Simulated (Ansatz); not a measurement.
# GaSi (quartet): the correlation ladder at distance Si1–Ga2 = 2.192 Å, cc-pVDZ

Aim: climb from Hartree-Fock through coupled cluster and multireference methods for GaSi (quartet) at one geometry and basis, and see what each rung misses.

The runs use Ansatz 0.2.0, Gaussian basis; cc-pVDZ, core rule «outside noble gas», up to 19 orbitals frozen.

The runs, in order: UHF; CCSD(T) on ROHF; CCSD(T) on UHF; BCCD(T) on ROHF; CISD as a restricted active space (open shells left free, so some higher excitations enter); CCSDT(Q) on ROHF; CCSDT(Q) on UHF; CASSCF and MRCISD+Q, 5 electrons in 5 orbitals; CASSCF and NEVPT2, 5 electrons in 5 orbitals; CASSCF and MRCISD+Q, 7 electrons in 8 orbitals; CASSCF and NEVPT2, 7 electrons in 8 orbitals; Full CI.

23 further runs of the same task are left out: 2 for a known fault of the program, 18 that didn't finish, 3 set aside as unsound or not needed. Runs told in other sessions of the task aren't counted.

**1. The system**

The geometry derives from a PBE0/def2-TZVP stationary point (not a proven minimum). One bond is set to the value named and the two fragments are kept rigid. No spin-orbit coupling is included. The filled d shell of Ga may be among the frozen orbitals whatever the setting's name suggests.

2 atoms, charge 0, spin multiplicity 4.

Atoms are counted from 1 here; the program's logs count them from 0.

Bond lengths: Si1–Ga2 2.192 Å.

**2. UHF**

The input, in.yaml:

```yaml
crystal:
  periodic: [false, false, false]
  atoms:
    - {symbol: Si, position_ang: [0.000000, 0.000000, 0.000000]}
    - {symbol: Ga, position_ang: [0.000000, 0.000000, 2.192000]}
basis:
  gaussian: {orbitals: cc-pVDZ}
magnetization: {spin_polarized: true, initial_magnetization: 3}
hamiltonian: {xc: hf}
output: {orbitals: {seedname: orbitals}}
```

On the command line:

```
ansatz run in.yaml --threads 1 --pin off --events-out ev --progress --plain --max-ram 2393MiB
```

After this run come: CCSD(T) on ROHF; CCSD(T) on UHF; BCCD(T) on ROHF; CISD as a restricted active space (open shells left free, so some higher excitations enter); CCSDT(Q) on ROHF; CCSDT(Q) on UHF; CASSCF and MRCISD+Q, 5 electrons in 5 orbitals; CASSCF and NEVPT2, 5 electrons in 5 orbitals; CASSCF and MRCISD+Q, 7 electrons in 8 orbitals; CASSCF and NEVPT2, 7 electrons in 8 orbitals; Full CI.

**Question.** What will the summary of the whole plan be? Wanted: FCI from the RHF energy; RMP2 from FCI; UMP2 from FCI; RCCSD from FCI; RCCSD(T) from FCI; UCCSD(T) from FCI; RCCSDT(Q) from FCI; UCCSDT(Q) from FCI; NEVPT2 pair from FCI.

As calculated:

| quantity | value |
| --- | --- |
| FCI from the ROHF energy | -3.7132 eV |
| RMP2 from FCI | +894.1 meV |
| UMP2 from FCI | +922.5 meV |
| RCCSD from FCI | +197.9 meV |
| RCCSD(T) from FCI | +47.4 meV |
| UCCSD(T) from FCI | +41.2 meV |
| RCCSDT(Q) from FCI | +0.9 meV |
| UCCSDT(Q) from FCI | -5.8 meV |
| NEVPT2 pair from FCI | +864.7 meV |
| MRCISD+Q pair from FCI | +21.8 meV |
| NEVPT2 valence from FCI | +554.7 meV |
| levels within 1 kcal/mol (43 meV) | UCCSD(T), RCCSDT, UCCSDT, RCCSDT(Q), UCCSDT(Q), MRCISD+Q pair, MRCISD+Q valence |
| T1 diagnostic | 0.024 |
| effectively unpaired electrons | 3.08 |

RCCSD(T) lands +47.4 meV from the yardstick (1.3 % of the correlation energy). UCCSDT(Q), MRCISD+Q valence fall below full CI: unrestricted runs freeze a spin-polarised core, another one than full CI's, and coupled cluster isn't variational. One determinant dominates. Of the multireference levels listed MRCISD+Q valence comes nearest in total energy (-18.4 meV), which doesn't show that its space is the better one. These misses are within one basis, not against nature; the frozen cores of restricted and unrestricted runs differ, which can shift their rows.

Levels on UHF freeze UHF's core orbitals, full CI those of ROHF, so the U rows can settle a little off it for that reason alone.
